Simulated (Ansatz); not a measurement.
**AlGaH5N: one species, many methods**

An exercise on one series of results from a longer session: the logs are not shown, and one member is left open.

Method: functionals in def2-TZVPP, the program's frozen cores in correlated methods; program: Ansatz 0.2.0, Gaussian basis.

Plan: LDA (SPW92), PBE-D4, revPBE-D4, BLYP-D4, r2SCAN-D4, B97M-V, PBE0-D4, B3LYP-D4, r2SCANh-D4, r2SCAN0-D4, HSE06-D4, BHLYP-D4, CAM-B3LYP-D4, LC-ωPBE, ωB97X-V, ωB97M-V, B2PLYP, PBE-QIDH; CCSD(T)/def2-SVP; CCSD(T)/def2-TZVPP; MP2/def2-QZVPP; extrapolation to the limit; RPA on PBE.

### Structure used throughout

An earlier PBE0-D4 in a triple-zeta def2 set relaxation fixed the geometry.

SMILES `[NH2][AlH][GaH2]`, 8 atoms, charge 0, spin multiplicity 1.

Atoms are counted from 1 here; the program's logs count them from 0.

Bond lengths: N1–Al2 1.772 Å, N1–H4 1.007 Å, N1–H5 1.008 Å, Al2–Ga3 2.519 Å, Al2–H6 1.593 Å, Ga3–H7 1.582 Å, Ga3–H8 1.582 Å. Angles: Al2–N1–H4 125.9°, Al2–N1–H5 124.1°, H4–N1–H5 110.0°, N1–Al2–Ga3 119.8°, N1–Al2–H6 115.3°, Ga3–Al2–H6 124.9°, Al2–Ga3–H7 123.1°, Al2–Ga3–H8 123.1°, H7–Ga3–H8 113.8°.

The first run:

Contents of in.yaml:

```yaml
crystal:
  periodic: [false, false, false]
  atoms:
    - {symbol: N, position_ang: [-1.122702, 1.008319, -1.024992]}
    - {symbol: Al, position_ang: [-0.095060, 0.731884, 0.392075]}
    - {symbol: Ga, position_ang: [1.105774, -1.466764, 0.659315]}
    - {symbol: H, position_ang: [-1.288855, 0.352340, -1.770553]}
    - {symbol: H, position_ang: [-1.631377, 1.861535, -1.196924]}
    - {symbol: H, position_ang: [-0.012746, 1.946248, 1.419134]}
    - {symbol: H, position_ang: [2.566194, -1.725205, 0.109481]}
    - {symbol: H, position_ang: [0.478782, -2.708357, 1.412464]}
basis:
  gaussian: {orbitals: def2-TZVPP}
hamiltonian: {xc: lda}
output: {orbitals: {seedname: orbitals}}
```

On the command line:

```bash
> ansatz run in.yaml --threads 2 --pin off --events-out ev --progress --plain --max-ram 4352MiB
```

Among the steps run: LDA; PBE-D4 (GGA); revPBE-D4 (GGA); BLYP-D4 (GGA); r2SCAN-D4 (meta-GGA); B97M-V (meta-GGA); PBE0-D4 (hybrid); B3LYP-D4 (hybrid); r2SCANh-D4 (hybrid); r2SCAN0-D4 (hybrid); HSE06-D4 (hybrid); BHLYP-D4 (hybrid); CAM-B3LYP-D4 (range-separated); LC-ωPBE (range-separated); ωB97X-V (range-separated); ωB97M-V (range-separated); B2PLYP (double hybrid); PBE-QIDH (double hybrid).

One table of the session follows, with a row left open; its other results are not shown here.

It belongs to the step «Frontier levels by functional». 

| functional | HOMO (eV) | LUMO (eV) | gap (eV) |
| --- | --- | --- | --- |
| LDA (SPW92) | -5.94 | -3.09 | 2.85 |
| PBE-D4 | -5.86 | -2.85 | 3.01 |
| revPBE-D4 | -5.82 | -2.74 | 3.09 |
| BLYP-D4 | -5.73 | -2.76 | 2.97 |
| r2SCAN-D4 | -6.10 | -2.64 | 3.47 |
| B97M-V | -6.18 | -2.84 | 3.33 |
| PBE0-D4 | -6.90 | -2.07 | 4.82 |
| B3LYP-D4 | -6.72 | -2.30 | 4.41 |
| r2SCANh-D4 | -6.48 | -2.36 | 4.12 |
| r2SCAN0-D4 | ? | ? | ? |
| HSE06-D4 | -6.50 | -2.44 | 4.06 |
| BHLYP-D4 | -7.83 | -1.31 | 6.53 |
| CAM-B3LYP-D4 | -8.14 | -1.14 | 7.00 |
| LC-ωPBE | -9.42 | 0.00 | 9.42 |
| ωB97X-V | -9.11 | -0.15 | 8.96 |
| ωB97M-V | -8.88 | -0.36 | 8.51 |

**Question.** Estimate the row for r2SCAN0-D4.

Worked estimate for «HOMO (eV)». Against the share of exact exchange, r2SCAN-D4 (0, -6.10), r2SCANh-D4 (0.1, -6.48) give a slope of -3.80 per unit share; at 0.25 the line stands at -7.05.

**Answer.** HOMO (eV): -7.05; LUMO (eV): -1.96; gap (eV): 5.09. In «HOMO (eV)» the line misses by 0.00.
